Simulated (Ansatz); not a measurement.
Run this with Ansatz 0.2.0 through its Python package and show what comes out.

`ksi_freq.py`:
```python
"""Vibrations of KSi."""

import warnings

import ansatz as az
import numpy as np

BASIS_SET = "def2-SVP"
FUNCTIONAL = "cam_b3lyp"


def main() -> None:
    warnings.simplefilter("ignore", az.DeckWarning)

    system = (
        az.Crystal.molecule()
        .atom("K", [0.0, 0.0, 0.0])
        .atom("Si", [0.0, 0.0, 3.06])
    )

    setup = (
        system.calculation()
        .basis(gaussian=BASIS_SET)
        .functional(FUNCTIONAL)  # exchange and correlation
        .spin("collinear", total=1)  # spin-polarised run
    )
    symbols = [site.symbol for site in system.cartesian_sites]
    start = np.array([site.position_ang for site in system.cartesian_sites], dtype=float)
    summary = setup.relax(force_tolerance=0.003, max_steps=100).run(threads=1, backend="cpu").report
    end = np.array(summary["positions_ang"])

    print("bond        before    after (A)")
    for i, j in [(0, 1)]:
        d0, d1 = (np.linalg.norm(xyz[i] - xyz[j]) for xyz in (start, end))
        print(f"{symbols[i]}{i}-{symbols[j]}{j}".ljust(10), f"{d0:8.4f} {d1:8.4f}")

    # same settings at the minimum
    minimum = az.Crystal.molecule()
    for symbol, xyz in zip(symbols, end):
        minimum = minimum.atom(symbol, xyz.tolist())
    vibrating = minimum.calculation()
    vibrating = vibrating.basis(gaussian=BASIS_SET).functional(FUNCTIONAL)
    vibrating = vibrating.spin("collinear", total=1)
    vibrating = vibrating.phonons(temperatures=(200, 600, 100))
    vib = vibrating.run(threads=1, backend="cpu").report["vibrations"]
    sums = vib["harmonic_sums"]
    modes = [m["omega_inv_cm"] for m in sums["modes_at_gamma"] if m["rigid_motion"] == "no"]
    print("frequencies (1/cm):", " ".join(f"{w:.0f}" for w in modes))
    print("imaginary modes:", sum(w < 0 for w in modes), " zero-point energy:", round(sums["zero_point_energy_ev"], 4), "eV")
    print("T (K)   F_vib (eV)   S_vib (meV/K)   C_vib (meV/K)")
    for row in zip(sums["temperatures_k"], sums["vibrational_free_energy_ev"], vib["entropy_ev_per_k"], vib["heat_capacity_ev_per_k"]):
        print(f"{row[0]:6.1f} {row[1]:11.4f} {1000 * row[2]:13.4f} {1000 * row[3]:15.4f}")


if __name__ == "__main__":
    main()
```

Running `python ksi_freq.py` prints:
```text
bond        before    after (A)
K0-Si1       3.0600   3.1368
frequencies (1/cm): 187
imaginary modes: 0  zero-point energy: 0.0116 eV
T (K)   F_vib (eV)   S_vib (meV/K)   C_vib (meV/K)
 200.0      0.0064        0.0669          0.0743
 300.0     -0.0020        0.0985          0.0806
 400.0     -0.0131        0.1220          0.0830
 500.0     -0.0262        0.1407          0.0841
 600.0     -0.0411        0.1561          0.0847
```

Notes:
- These settings explore the input space; basis and method may be short of convergence.
- The frequencies are harmonic and unscaled, in a modest basis. The result belongs to the one conformer reached from this start, and soft torsions count as harmonic oscillators.
- The species is open-shell (spin multiplicity 2).
- The expectation value of S² is noticeably off S(S+1) in at least one run, so that state is spin-contaminated.
- The spin state was assumed, and another may lie lower.
- The whole script took 72 s on 1 thread of Arm Neoverse V1 (shared host), peak memory 0.23 GiB.

(A comment or docstring line of the script was reworded after the run, the code is as it ran; lines on the test bed's own set-up are left out of the output.)
